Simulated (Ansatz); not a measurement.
# Zr3Sb2: the cost of one run

Computed with Ansatz 0.2.0 (DFT PBE, scalar-relativistic, plane waves, PAW, unless a step's input says otherwise).

### 1 The starting structure

Symmetry: Pm-3m, No. 221, cubic system. Conventional cell: a = 4.746 Å, b = 4.746 Å, c = 4.746 Å, α = 90.00°, β = 90.00°, γ = 90.00°. Zr (site symmetry 4/mmm) has 2 Sb at 2.37 Å as nearest neighbours. Around Sb (site symmetry m-3m) lie 12 Zr at 3.36 Å. Sb (site symmetry m-3m) is surrounded by 6 Zr at 2.37 Å.

Structure file:

```
CELL_PARAMETERS angstrom
4.74642 0.00000 0.00000
0.00000 4.74642 0.00000
0.00000 0.00000 4.74642
ATOMIC_POSITIONS crystal
Zr 0.00000 0.50000 0.50000
Zr 0.50000 0.00000 0.50000
Zr 0.50000 0.50000 0.00000
Sb 0.00000 0.00000 0.00000
Sb 0.50000 0.50000 0.50000
```

A structure generator made this guess: random cell by space group and Wyckoff sites (Pm-3m, No. 221). Lengths come from tabulated atomic sizes and are only a guess.

### 2 A first look at the guess

File input.yaml:

```yaml
crystal:
  lattice:
    - [4.74641553, 0.0, 0.0]
    - [0.0, 4.74641553, 0.0]
    - [0.0, 0.0, 4.74641553]
  atoms:
    - { symbol: Zr, position: [0.0, 0.5, 0.5] }
    - { symbol: Zr, position: [0.5, 0.0, 0.5] }
    - { symbol: Zr, position: [0.5, 0.5, 0.0] }
    - { symbol: Sb, position: [0.0, 0.0, 0.0] }
    - { symbol: Sb, position: [0.5, 0.5, 0.5] }
basis:
  ecutwfc: 420
kpoints:
  mp_grid: { grid: [4, 4, 4] }
hamiltonian:
  xc: pbe
scf:
  occupations: { method: gaussian, width: 0.1 }
  lower_state_search: "off"
output:
  forces: true
  stress: true
  eigenvalues: true
```

Command:

```console
ansatz run input.yaml --threads 1 --pin off --max-ram 2048MiB --backend cpu --events-out ev --progress --plain --runs-dir out
```

What time and memory should one allow on 1 thread of Arm Neoverse V1, shared host?

About 2.6 s, with a peak of 0.36 GiB.
